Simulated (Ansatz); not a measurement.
**C2H6NNa: a rigid scan of the bond length C1–H5**

Aim: the energy along the bond length C1–H5, from CCSD(T) and from cheaper methods, relative to the minimum. No other atom is relaxed.

The runs use Ansatz 0.2.0, Gaussian basis; single points in def2-TZVPP.

Levels: PBE-D4, r2SCAN-D4, PBE0-D4, B3LYP-D4, wB97M-V, Hartree-Fock, MP2, CCSD, CCSD(T). The scan takes 0.979, 1.018, 1.074, 1.141, 1.214, 1.293, 1.377, 1.465, 1.558 Å.

Correlated methods freeze the cores. The outer core shell of Li, Na, Mg and K is correlated. B3LYP uses VWN-RPA correlation.

18 further runs of the same task are left out: 18 set aside as unsound or not needed.

## 1. Starting geometry

SMILES `C[N](C)[Na]`, 10 atoms, charge 0, spin multiplicity 1.

Atoms are counted from 1 here; the program's logs count them from 0.

Bond lengths: C1–N2 1.422 Å, C1–Na4 2.886 Å, C1–H5 1.092 Å, C1–H6 1.179 Å, C1–H7 1.117 Å, N2–C3 1.430 Å, N2–Na4 2.128 Å, C3–Na4 2.854 Å, C3–H8 1.092 Å, C3–H9 1.175 Å, C3–H10 1.117 Å. Angles: N2–C1–Na4 44.8°, N2–C1–H5 113.6°, N2–C1–H6 108.6°, N2–C1–H7 114.3°, Na4–C1–H5 158.4°, Na4–C1–H6 87.9°, Na4–C1–H7 83.3°, H5–C1–H6 103.9°, H5–C1–H7 110.1°, H6–C1–H7 105.4°, C1–N2–C3 108.4°, C1–N2–Na4 107.1°, C3–N2–Na4 105.0°, N2–C3–Na4 46.1°, N2–C3–H8 112.8°, N2–C3–H9 111.4°, N2–C3–H10 112.7°, Na4–C3–H8 88.7° and more.

Coordinates:

```xyz
10
charge 0, multiplicity 1
C    -0.50490    1.04280   -0.00810
N    -0.61620   -0.37510   -0.03340
C     0.61540   -0.93300    0.43310
Na   -0.74400   -0.95490   -2.07680
H    -0.39820    1.45540    0.99750
H    -1.51550    1.50600   -0.39950
H     0.28850    1.45420   -0.67820
H     0.62150   -2.02440    0.41060
H     0.84320   -0.60650    1.53890
H     1.49330   -0.61570   -0.18100
```

## 2. A first relaxation in a small basis

File pre/in.yaml:

```yaml
crystal:
  periodic: [false, false, false]
  atoms:
    - {symbol: C, position_ang: [-0.504900, 1.042800, -0.008100]}
    - {symbol: N, position_ang: [-0.616200, -0.375100, -0.033400]}
    - {symbol: C, position_ang: [0.615400, -0.933000, 0.433100]}
    - {symbol: Na, position_ang: [-0.744000, -0.954900, -2.076800]}
    - {symbol: H, position_ang: [-0.398200, 1.455400, 0.997500]}
    - {symbol: H, position_ang: [-1.515500, 1.506000, -0.399500]}
    - {symbol: H, position_ang: [0.288500, 1.454200, -0.678200]}
    - {symbol: H, position_ang: [0.621500, -2.024400, 0.410600]}
    - {symbol: H, position_ang: [0.843200, -0.606500, 1.538900]}
    - {symbol: H, position_ang: [1.493300, -0.615700, -0.181000]}
basis:
  gaussian: {orbitals: def2-SVP}
hamiltonian: {xc: pbe, dispersion: d4}
relax: {f_tol: 0.03, max_steps: 250}
```

The command line of these runs was not kept.

The runs that follow: Relaxation at PBE0-D4; Reference energies at the minimum; C1–H5 = 0.979 Å; C1–H5 = 1.018 Å; C1–H5 = 1.074 Å; C1–H5 = 1.141 Å; C1–H5 = 1.214 Å; C1–H5 = 1.293 Å; C1–H5 = 1.377 Å; C1–H5 = 1.465 Å; C1–H5 = 1.558 Å.

What does the calculation give? Wanted: highest point, CCSD(T); lowest point, CCSD(T); minimum along the scan, CCSD(T); RMS deviation from CCSD(T); largest T1 diagnostic.

As calculated:

| quantity | value |
| --- | --- |
| highest point, CCSD(T) | 1220 meV at 1.558 Å |
| lowest point, CCSD(T) | 0 meV at 1.113 Å |
| minimum along the scan, CCSD(T) | 1.111 Å |
| curvature there | 28.4 eV/Å² |
| RMS deviation from CCSD(T) | PBE-D4 77, r2SCAN-D4 30, PBE0-D4 2, B3LYP-D4 26, wB97M-V 20, Hartree-Fock 107, MP2 43, CCSD 26 meV |
| largest T1 diagnostic | 0.014 |

What this shows: A polynomial through the near points puts the CCSD(T) minimum 0.002 Å below the PBE0-D4 value. The well is lopsided: squeezing costs more than stretching by the same length. Curvature against CCSD(T): PBE-D4 -7 %, Hartree-Fock +10 %. PBE0-D4 follows the CCSD(T) curve best and Hartree-Fock worst.
